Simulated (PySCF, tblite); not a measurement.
# CH₂Br radical: EPR parameters, part 1 of 2

Aim: compute the EPR parameters of CH₂Br radical (`[CH2]Br`).

Computed with tblite 0.8.0 and PySCF 2.14.0 and routines of our own; the level stands in each step. Atoms count from 0.

## Step 1: The system as given

4 atoms, charge 0, multiplicity 2; geometry from: force field or distance geometry start.

## Step 2: Geometry optimisation with GFN2-xTB

What the job is given:

```
{"job": {"kind": "relax", "xc": "GFN2-xTB", "basis": "xTB"}, "charge": 0, "multiplicity": 2}
C     -0.216700     0.020000     0.283400
Br     1.658800    -0.137800    -0.070900
H     -0.791300    -0.847400    -0.110900
H     -0.640600     0.970000    -0.124500
```

Command:

```
> OMP_NUM_THREADS=1 python heavy_run.py task.json out
```

This one command runs all jobs of the session in turn.

Output:

```text
step      E/eV     max force
  0    -194.44216    1.837
  1    -194.52620    1.240
  2    -194.59219    0.605
  3    -194.60482    0.459
  4    -194.62919    0.527
  5    -194.63780    0.371
  6    -194.64200    0.153
  7    -194.64322    0.108
  8    -194.64431    0.142
  9    -194.64538    0.098
 10    -194.64585    0.018
 11    -194.64590    0.005
```

Wall time 0.03 s (1 thread of Arm Neoverse V1, shared host).

Along the way:

| step | energy from step 0 (eV) | largest force (eV/Å) |
| --- | --- | --- |
| 0 | 0.0000 | 1.8374 |
| 1 | -0.0840 | 1.2397 |
| 2 | -0.1500 | 0.6045 |
| 3 | -0.1627 | 0.4588 |
| 4 | -0.1870 | 0.5274 |
| 5 | -0.1956 | 0.3714 |
| 6 | -0.1998 | 0.1526 |
| 7 | -0.2011 | 0.1079 |
| 8 | -0.2021 | 0.1423 |
| 9 | -0.2032 | 0.0984 |
| 10 | -0.2037 | 0.0183 |
| 11 | -0.2037 | 0.0051 |

Distances of close pairs at the start and the end, largest changes first:

| bond | before (Å) | after (Å) | change (Å) |
| --- | --- | --- | --- |
| C0–Br1 | 1.915 | 1.834 | -0.081 |
| C0–H3 | 1.117 | 1.070 | -0.048 |
| C0–H2 | 1.113 | 1.070 | -0.043 |

The end geometry stands in the next job.

## Step 3: Infrared spectrum with GFN2-xTB

What the job is given:

```
{"job": {"kind": "ir", "xc": "GFN2-xTB", "basis": "xTB"}, "charge": 0, "multiplicity": 2}
C     -0.201733     0.018494     0.031406
Br     1.625481    -0.134469    -0.016128
H     -0.785140    -0.877097    -0.012355
H     -0.628374     0.997845    -0.025778
```

Output:

```text
mode    cm-1     km/mol
  1     126.9     69.82
  2     727.3     21.39
  3     919.5      0.01
  4    1316.0     26.46
  5    3137.3      3.08
  6    3203.1      0.27
```

Wall time 0.03 s (1 thread of Arm Neoverse V1, shared host).

The strongest bands and the atoms that carry them (share of the mass-weighted mode):

| cm⁻¹ | km/mol | atoms |
| --- | --- | --- |
| 127 | 69.8 | H2 39 %, H3 39 %, C0 21 % |
| 727 | 21.4 | C0 75 %, Br1 15 % |
| 1316 | 26.5 | H3 46 %, H2 46 % |
| 3137 | 3.1 | H3 49 %, H2 48 % |
| 3203 | 0.3 | H2 45 %, H3 44 %, C0 11 % |

## Step 4: Geometry optimisation at PBE0-D3(BJ)/def2-SVP

What the job is given:

```
{"job": {"xc": "PBE0", "basis": "def2-SVP", "d3": "d3bj", "grid": 1, "maxiter": 30, "shake": 0.01, "kind": "geom"}, "charge": 0, "multiplicity": 2}
C     -0.181320    -0.007060     0.035590
Br     1.619800    -0.139000    -0.018280
H     -0.805340    -0.879420    -0.021010
H     -0.595140     1.000100    -0.029300
```

Output:

```text
step   0  E = -2612.70836251  max force = 0.016624
step   1  E = -2612.70868128  max force = 0.007823
step   2  E = -2612.70911345  max force = 0.003624
step   3  E = -2612.70929060  max force = 0.000594
step   4  E = -2612.70929974  max force = 0.000396
optimisation converged
```

Wall time 6.9 s (1 thread of Arm Neoverse V1, shared host); peak memory 0.28 GiB.

Along the way:

| step | energy from step 0 (eV) | largest force component (eV/Å) |
| --- | --- | --- |
| 0 | 0.0000 | 0.8548 |
| 1 | -0.0087 | 0.4023 |
| 2 | -0.0204 | 0.1864 |
| 3 | -0.0253 | 0.0305 |
| 4 | -0.0255 | 0.0204 |

Distances of close pairs at the start and the end, largest changes first:

| bond | before (Å) | after (Å) | change (Å) |
| --- | --- | --- | --- |
| C0–Br1 | 1.807 | 1.841 | +0.034 |
| C0–H2 | 1.074 | 1.090 | +0.015 |
| C0–H3 | 1.091 | 1.089 | -0.001 |

The end geometry stands in the next job.

| at the end point | value |
| --- | --- |
| rotational constants (GHz, main isotopes) | 270.7, 11.464, 11.002 |
| dipole moment (D) | 0.91 |
| ⟨S²⟩ | 0.755 |

## Step 5: EPR parameters: BP86/pcH-1 Br:dyall-v2z (BP86), spin–orbit

What the job is given:

```
{"job": {"kind": "hepr", "xc": "BP86", "basis": {"default": "pcH-1", "Br": "dyall-v2z"}, "rel": "so"}, "charge": 0, "multiplicity": 2}
C     -0.194888     0.017336    -0.040426
Br     1.637435    -0.162441    -0.061262
H     -0.794139    -0.892553    -0.046872
H     -0.609748     1.012550     0.115524
```

Level: BP86/pcH-1 Br:dyall-v2z EPR parameters from three collinear SCF solutions, X2C with spin-orbit coupling, screened-nuclear two-electron part, Gaussian nuclei, gas phase.

Output:

```text
spin-free SCF
coarse grid: 17456 points
cycle   1  E = -2645.8967894741  dE = -4.079e-02  |g| = 1.701e-01  |ddm| = 1.226e+00
cycle   2  E = -2645.8821913981  dE =  1.460e-02  |g| = 2.325e-01  |ddm| = 2.729e-01
cycle   3  E = -2645.9055004053  dE = -2.331e-02  |g| = 6.193e-02  |ddm| = 2.207e-01
cycle   4  E = -2645.9075191378  dE = -2.019e-03  |g| = 1.855e-02  |ddm| = 8.239e-02
cycle   5  E = -2645.9077226074  dE = -2.035e-04  |g| = 4.721e-03  |ddm| = 2.484e-02
cycle   6  E = -2645.9077281650  dE = -5.558e-06  |g| = 1.530e-03  |ddm| = 3.548e-03
final grid: 35032 points
cycle   7  E = -2645.9078663071  dE =  8.627e-07  |g| = 2.152e-03  |ddm| = 2.610e-03
cycle   8  E = -2645.9078594779  dE =  6.829e-06  |g| = 3.983e-03  |ddm| = 4.899e-03
cycle   9  E = -2645.9078682280  dE = -8.750e-06  |g| = 7.864e-04  |ddm| = 3.682e-03
cycle  10  E = -2645.9078683579  dE = -1.299e-07  |g| = 3.000e-05  |ddm| = 4.523e-04
cycle  11  E = -2645.9078683593  dE = -1.396e-09  |g| = 8.515e-06  |ddm| = 7.279e-05
converged SCF energy = -2645.9078683593
two-component SCF, magnetisation along principal axis 1
cycle   1  E = -2645.8409216789  dE = -2.646e+03  |FDS-SDF| = 2.197e+01
cycle   2  E = -2645.9861918047  dE = -1.453e-01  |FDS-SDF| = 7.931e-03
cycle   3  E = -2645.9861916958  dE =  1.089e-07  |FDS-SDF| = 2.766e-03
cycle   4  E = -2645.9861915135  dE =  1.823e-07  |FDS-SDF| = 1.920e-03
cycle   5  E = -2645.9861920249  dE = -5.115e-07  |FDS-SDF| = 7.845e-04
cycle   6  E = -2645.9861921667  dE = -1.418e-07  |FDS-SDF| = 4.589e-05
cycle   7  E = -2645.9861921670  dE = -2.569e-10  |FDS-SDF| = 9.485e-06
converged, E = -2645.9861921670
two-component SCF, magnetisation along principal axis 2
cycle   1  E = -2645.8409216789  dE = -2.646e+03  |FDS-SDF| = 2.197e+01
cycle   2  E = -2645.9861954245  dE = -1.453e-01  |FDS-SDF| = 7.931e-03
cycle   3  E = -2645.9861952954  dE =  1.291e-07  |FDS-SDF| = 2.773e-03
cycle   4  E = -2645.9861950818  dE =  2.136e-07  |FDS-SDF| = 1.957e-03
cycle   5  E = -2645.9861956439  dE = -5.621e-07  |FDS-SDF| = 8.103e-04
cycle   6  E = -2645.9861957925  dE = -1.487e-07  |FDS-SDF| = 4.525e-05
cycle   7  E = -2645.9861957928  dE = -2.169e-10  |FDS-SDF| = 9.639e-06
converged, E = -2645.9861957928
two-component SCF, magnetisation along principal axis 3
cycle   1  E = -2645.8409216789  dE = -2.646e+03  |FDS-SDF| = 2.197e+01
cycle   2  E = -2645.9861912871  dE = -1.453e-01  |FDS-SDF| = 7.931e-03
cycle   3  E = -2645.9861911810  dE =  1.061e-07  |FDS-SDF| = 2.766e-03
cycle   4  E = -2645.9861910037  dE =  1.773e-07  |FDS-SDF| = 1.915e-03
cycle   5  E = -2645.9861915073  dE = -5.036e-07  |FDS-SDF| = 7.803e-04
cycle   6  E = -2645.9861916480  dE = -1.407e-07  |FDS-SDF| = 4.587e-05
cycle   7  E = -2645.9861916482  dE = -2.306e-10  |FDS-SDF| = 9.477e-06
converged, E = -2645.9861916482

g tensor 1.99743 2.03409 2.03594   isotropic 2.02249

Hyperfine (MHz)
atom isotope      a_iso        A1        A2        A3
  0    13C       80.91       3.92       8.96     229.85
  1   79Br      -17.02    -173.26    -163.50     285.70
  2     1H      -55.77     -90.83     -58.06     -18.41
  3     1H      -55.80     -90.87     -58.09     -18.44

Field gradients (au) and densities at the nuclei (bohr^-3)
atom        Vxx        Vyy        Vzz        centre      nuclear mean
  0 C     -0.0966    -0.2222     0.3188        126.659        126.657
  1 Br    -2.4682    -4.8238     7.2921      40883.648      40823.386
  2 H     -0.1350    -0.1717     0.3067          0.473          0.473
  3 H     -0.1352    -0.1717     0.3069          0.473          0.473
without picture change
  1 Br                           7.5371                     66364.034
```

Run time: 9.9 s. Hardware: 1 thread of Arm Neoverse V1, shared host; peak memory 0.37 GiB.

In short:

| quantity | value |
| --- | --- |
| g(iso) | 2.0225 |

Mulliken spin populations:

| atom | value (e) |
| --- | --- |
| C0 | 0.95 |
| Br1 | 0.12 |
| H2 | -0.04 |
| H3 | -0.04 |

## Step 6: EPR parameters: PBE/pcH-1 Br:dyall-v2z (PBE), spin–orbit

What the job is given:

```
{"job": {"kind": "hepr", "xc": "PBE", "basis": {"default": "pcH-1", "Br": "dyall-v2z"}, "rel": "so"}, "charge": 0, "multiplicity": 2}
C     -0.194888     0.017336    -0.040426
Br     1.637435    -0.162441    -0.061262
H     -0.794139    -0.892553    -0.046872
H     -0.609748     1.012550     0.115524
```

Method: PBE/pcH-1 Br:dyall-v2z EPR parameters from three collinear SCF solutions, X2C with spin-orbit coupling, screened-nuclear two-electron part, Gaussian nuclei, gas phase.

Output:

```text
spin-free SCF
coarse grid: 17456 points
cycle   1  E = -2645.1537189954  dE = -4.029e-02  |g| = 2.299e-01  |ddm| = 1.227e+00
cycle   2  E = -2645.1362011072  dE =  1.752e-02  |g| = 2.517e-01  |ddm| = 2.891e-01
cycle   3  E = -2645.1584461314  dE = -2.225e-02  |g| = 1.149e-01  |ddm| = 2.763e-01
cycle   4  E = -2645.1652301258  dE = -6.784e-03  |g| = 2.278e-02  |ddm| = 1.262e-01
cycle   5  E = -2645.1655530674  dE = -3.229e-04  |g| = 4.157e-03  |ddm| = 3.171e-02
cycle   6  E = -2645.1655579211  dE = -4.854e-06  |g| = 2.121e-03  |ddm| = 4.153e-03
final grid: 35032 points
cycle   7  E = -2645.1657572014  dE =  1.080e-06  |g| = 2.888e-03  |ddm| = 3.044e-03
cycle   8  E = -2645.1657495680  dE =  7.633e-06  |g| = 4.563e-03  |ddm| = 5.198e-03
cycle   9  E = -2645.1657594847  dE = -9.917e-06  |g| = 1.203e-03  |ddm| = 4.238e-03
cycle  10  E = -2645.1657599919  dE = -5.072e-07  |g| = 9.168e-05  |ddm| = 9.233e-04
cycle  11  E = -2645.1657599937  dE = -1.775e-09  |g| = 2.069e-05  |ddm| = 6.176e-05
converged SCF energy = -2645.1657599937
two-component SCF, magnetisation along principal axis 1
cycle   1  E = -2645.0988498023  dE = -2.645e+03  |FDS-SDF| = 2.196e+01
cycle   2  E = -2645.2440080603  dE = -1.452e-01  |FDS-SDF| = 7.932e-03
cycle   3  E = -2645.2440079483  dE =  1.120e-07  |FDS-SDF| = 2.751e-03
cycle   4  E = -2645.2440078232  dE =  1.251e-07  |FDS-SDF| = 1.876e-03
cycle   5  E = -2645.2440082784  dE = -4.553e-07  |FDS-SDF| = 7.560e-04
cycle   6  E = -2645.2440084129  dE = -1.344e-07  |FDS-SDF| = 4.576e-05
cycle   7  E = -2645.2440084131  dE = -2.565e-10  |FDS-SDF| = 9.060e-06
converged, E = -2645.2440084131
two-component SCF, magnetisation along principal axis 2
cycle   1  E = -2645.0988498022  dE = -2.645e+03  |FDS-SDF| = 2.196e+01
cycle   2  E = -2645.2440116645  dE = -1.452e-01  |FDS-SDF| = 7.933e-03
cycle   3  E = -2645.2440115340  dE =  1.305e-07  |FDS-SDF| = 2.757e-03
cycle   4  E = -2645.2440113797  dE =  1.543e-07  |FDS-SDF| = 1.910e-03
cycle   5  E = -2645.2440118805  dE = -5.008e-07  |FDS-SDF| = 7.838e-04
cycle   6  E = -2645.2440120226  dE = -1.421e-07  |FDS-SDF| = 4.505e-05
cycle   7  E = -2645.2440120229  dE = -2.215e-10  |FDS-SDF| = 9.229e-06
converged, E = -2645.2440120229
two-component SCF, magnetisation along principal axis 3
cycle   1  E = -2645.0988498022  dE = -2.645e+03  |FDS-SDF| = 2.196e+01
cycle   2  E = -2645.2440074757  dE = -1.452e-01  |FDS-SDF| = 7.932e-03
cycle   3  E = -2645.2440073668  dE =  1.089e-07  |FDS-SDF| = 2.750e-03
cycle   4  E = -2645.2440072472  dE =  1.196e-07  |FDS-SDF| = 1.870e-03
cycle   5  E = -2645.2440076941  dE = -4.469e-07  |FDS-SDF| = 7.507e-04
cycle   6  E = -2645.2440078271  dE = -1.329e-07  |FDS-SDF| = 4.575e-05
cycle   7  E = -2645.2440078273  dE = -2.351e-10  |FDS-SDF| = 9.053e-06
converged, E = -2645.2440078273

g tensor 1.99741 2.03369 2.03589   isotropic 2.02233

Hyperfine (MHz)
atom isotope      a_iso        A1        A2        A3
  0    13C       91.14      14.22      19.01     240.19
  1   79Br      -23.67    -180.06    -169.38     278.43
  2     1H      -57.45     -92.61     -59.77     -19.97
  3     1H      -57.49     -92.65     -59.80     -20.01

Field gradients (au) and densities at the nuclei (bohr^-3)
atom        Vxx        Vyy        Vzz        centre      nuclear mean
  0 C     -0.0935    -0.2213     0.3148        126.435        126.433
  1 Br    -2.4766    -4.8288     7.3054      40852.096      40792.163
  2 H     -0.1346    -0.1712     0.3058          0.471          0.471
  3 H     -0.1348    -0.1712     0.3060          0.471          0.471
without picture change
  1 Br                           7.5510                     66306.760
```

Run time: 9.8 s. Hardware: 1 thread of Arm Neoverse V1, shared host; peak memory 0.37 GiB.

Key values:

| quantity | value |
| --- | --- |
| g(iso) | 2.0223 |

(Continued in part 2 of 2.)
